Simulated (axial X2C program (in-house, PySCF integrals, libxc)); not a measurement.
# TeAl: properties at the nuclei

Aim: properties at the nuclei of TeAl, with spin–orbit coupling in the Hamiltonian from the start.

Computed with an in-house X2C program for linear molecules on PySCF integrals. Level: two-component X2C with atomic mean-field terms, Te dyall-cv3z, Al dyall-v3z.

All values are calculated.

### Step 1. The job

The input, task.json:

```json
{"zs": [52, 13], "q": 0, "bas": ["dyall-cv3z", "dyall-v3z"], "r0": 2.41, "levels": ["PBE0", "HF", "PBE", "PBE50", "LDA"], "nst": 3}
```

Keys: zs atomic numbers; q charge; bas basis sets; r0 starting distance in Å; levels methods (HF also brings MP2); nst determinants followed.

Started as:

```
$ python soeom.py task.json out
```

After this run come: Expectation values, lowest determinant; Expectation values, a higher determinant.

Before running it: what results should come out? Wanted: lowest determinant; Eeff magnitude; Ws magnitude Te; A∥/gI Te; qzz Te; higher determinant (for each run or level that gives them).

As calculated:

```
                                        quantity                                    value
                              lowest determinant  Ω = 1/2 (excess of +ω over −ω: ω = 1/2)
                    Eeff magnitude (GV/cm), PBE0                                    0.152
                     Ws magnitude Te (kHz), PBE0                                    0.405
                            A∥/gI Te (MHz), PBE0                                    -26.3
                             qzz Te (a.u.), PBE0                                     5.27
                              higher determinant  Ω = 3/2 (excess of +ω over −ω: ω = 3/2)
Eeff magnitude (GV/cm), PBE0, higher determinant                                      0.6
 Ws magnitude Te (kHz), PBE0, higher determinant                                    0.178
        A∥/gI Te (MHz), PBE0, higher determinant                                      468
         qzz Te (a.u.), PBE0, higher determinant                                    -4.78
```

**Reading.** In the first state, the effective field runs from 0.0755 to 1.07 GV/cm over the mean-field levels, so the levels don't agree on it. The expectation values come from single determinants, which for open shells can mix terms of unlike spin or miss the lowest Ω, so a determinant need not be a state. Eeff is the effective electric field on the electron dipole moment in this Ω state and Ws the scalar–pseudoscalar constant (defined with the proton number Z and per Ω); A∥ is the parallel hyperfine constant, which follows by multiplying with the nuclear g factor gI = μI/(I μN); qzz is the electric field gradient, eQq0 = 234.96 MHz × Q/barn × qzz; μ is positive if Al is the positive end. The operators were transformed with the bare-nucleus X2C matrices.
